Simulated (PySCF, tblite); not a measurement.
**C5H8FO2 radical: geometry, infrared bands and EPR parameters**

What infrared bands and EPR parameters should C5H8FO2 radical (`C[C@H](F)[C@@H]1O[CH]CO1`) show?

Computed with tblite 0.8.0 and PySCF 2.14.0, with density-fitted response routines of our own, on a single molecule in the gas phase. Atoms are numbered from 0 throughout.

**1. The starting structure**

16 atoms, charge 0, multiplicity 2; geometry from: force field or distance geometry start.

Bonds of the start (Å): C0–C1 1.51, C1–F2 1.39, C1–C3 1.49, C3–O4 1.39, O4–C5 1.42, C5–C6 1.53, C6–O7 1.40, O7–C3 1.38, C0–H8 1.11, C0–H9 1.09, C0–H10 1.11, C1–H11 1.12, C3–H12 1.11, C5–H13 1.13, C6–H14 1.11, C6–H15 1.12.

**2. Relaxing the molecule with GFN2-xTB**

Job settings and geometry (Å):

```
{"job": {"kind": "relax", "xc": "GFN2-xTB", "basis": "xTB"}, "charge": 0, "multiplicity": 2}
C      2.160200     0.346900     0.216800
C      1.192300    -0.812200     0.326400
F      1.513900    -1.716400    -0.674600
C     -0.249000    -0.438800     0.196400
O     -0.542300     0.148100    -1.033500
C     -1.939300     0.308300    -0.855200
C     -1.926400     0.841800     0.582600
O     -0.645200     0.555600     1.075100
H      1.946500     1.039500     1.063500
H      3.169300    -0.049700     0.369500
H      2.000300     0.846800    -0.762700
H      1.373000    -1.286300     1.328500
H     -0.940600    -1.300400     0.308100
H     -2.322600    -0.749400    -0.805000
H     -2.101300     1.938400     0.508200
H     -2.696400     0.336700     1.214400
```

The run is started by

```bash
OMP_NUM_THREADS=1 python probes_run.py task.json out
```

This one command runs all jobs of the session in turn.

**Question.** This job is followed by: GFN2-xTB harmonic vibrations, gas phase; UKS B3LYP, pcH-1 on C F H O, non-relativistic, mean-field spin-orbit, GIAO. Predict these results of the whole session: strongest single infrared mode (GFN2-xTB); zero-point energy (GFN2-xTB); g(iso) (B3LYP); ⟨S²⟩; largest a(iso) (averaged by class); potential on the surface of density 0.002 e/bohr³, 1st and 99th percentile.

The runs gave:

```
                                                                  quantity                 value
                                 strongest single infrared mode (GFN2-xTB)  1091 cm⁻¹, 77 km/mol
                                              zero-point energy (GFN2-xTB)         77.2 kcal/mol
                                                            g(iso) (B3LYP)               2.00323
                                                                      ⟨S²⟩    0.753 (exact 0.75)
                                        largest a(iso) (averaged by class)  13C on C5, 178.4 MHz
potential on the surface of density 0.002 e/bohr³, 1st and 99th percentile    -1.09 V and 1.15 V
```

The optimisation took 117 steps and gained 1.475 eV; among the close pairs (by a distance rule), C1–C3 changed most, from 1.495 to 1.553 Å. No mode is imaginary among the 42: a minimum at this level. The strongest single mode, at 1091 cm⁻¹, is carried by C3, O7, C6, C5. Unscaled tight-binding wavenumbers are off by several per cent, some by more. Its intensities can rank the bands wrongly. Most of the unpaired spin sits on C5 (0.88 e). The isotropic g lies 0.9 ppt above the free-electron value. These values are for one conformer; the search (at its own cheap level) found 2 more, at 0.39, 0.40 kcal/mol, and measured spectra average over such forms.
